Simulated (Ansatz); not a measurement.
# HfGa2Te3: the cost of one run

Method: DFT PBE, scalar-relativistic, plane waves, PAW, in Ansatz 0.2.0.

## (1) The starting structure

Symmetry: P6/mmm, No. 191, hexagonal system. The conventional cell has a = 6.713 Å, b = 6.713 Å, c = 3.793 Å, α = 90.00°, β = 90.00°, γ = 120.00°. Hf (site symmetry 6/mmm) has 2 Hf at 3.79 Å and 12 Te at 3.86 Å and 6 Ga at 3.88 Å as nearest neighbours. Around Ga (site symmetry -6m2) lie 6 Te at 2.71 Å. Te (site symmetry mmm) has 4 Ga at 2.71 Å and 4 Te at 3.36 Å and 4 Hf at 3.86 Å as nearest neighbours.

Coordinates:

```xyz
6
Lattice="6.7127 0.0000 0.0000 -3.3563 5.8133 0.0000 0.0000 0.0000 3.7927" Properties=species:S:1:pos:R:3 pbc="T T T"
Hf    0.0000    0.0000    0.0000
Ga    0.0000    3.8756    0.0000
Ga    3.3563    1.9378    0.0000
Te    3.3563    0.0000    1.8963
Te    1.6782    2.9067    1.8963
Te   -1.6782    2.9067    1.8963
```

The cell is invented: species swapped into a database cell of CeB2Rh3 (P6/mmm, No. 191), with Hf on the Ce sites, Ga on the B sites and Te on the Rh sites. Its size is a rough estimate.

## (2) Probe: one point on a coarse mesh

The input, input.yaml:

```yaml
crystal:
  lattice:
    - [6.71267143, 0.0, 0.0]
    - [-3.35633572, 5.81334399, 0.0]
    - [0.0, 0.0, 3.79267845]
  atoms:
    - { symbol: Hf, position: [0.0, 0.0, 0.0] }
    - { symbol: Ga, position: [0.33333333, 0.66666667, 0.0] }
    - { symbol: Ga, position: [0.66666667, 0.33333333, 0.0] }
    - { symbol: Te, position: [0.5, 0.0, 0.5] }
    - { symbol: Te, position: [0.5, 0.5, 0.5] }
    - { symbol: Te, position: [0.0, 0.5, 0.5] }
basis:
  ecutwfc: 420
kpoints:
  mp_grid: { grid: [3, 3, 4] }
hamiltonian:
  xc: pbe
scf:
  occupations: { method: gaussian, width: 0.1 }
  lower_state_search: "off"
output:
  forces: true
  stress: true
  eigenvalues: true
```

Command:

```bash
$ ansatz run input.yaml --threads 1 --pin off --max-ram 2560MiB --backend cpu --events-out ev --progress --plain --runs-dir out
```

Q: Estimate wall time and peak memory on 1 thread of Intel Xeon at 2.50GHz (Skylake/Cascade Lake), shared host.

About 11 s, with a peak of 0.47 GiB.
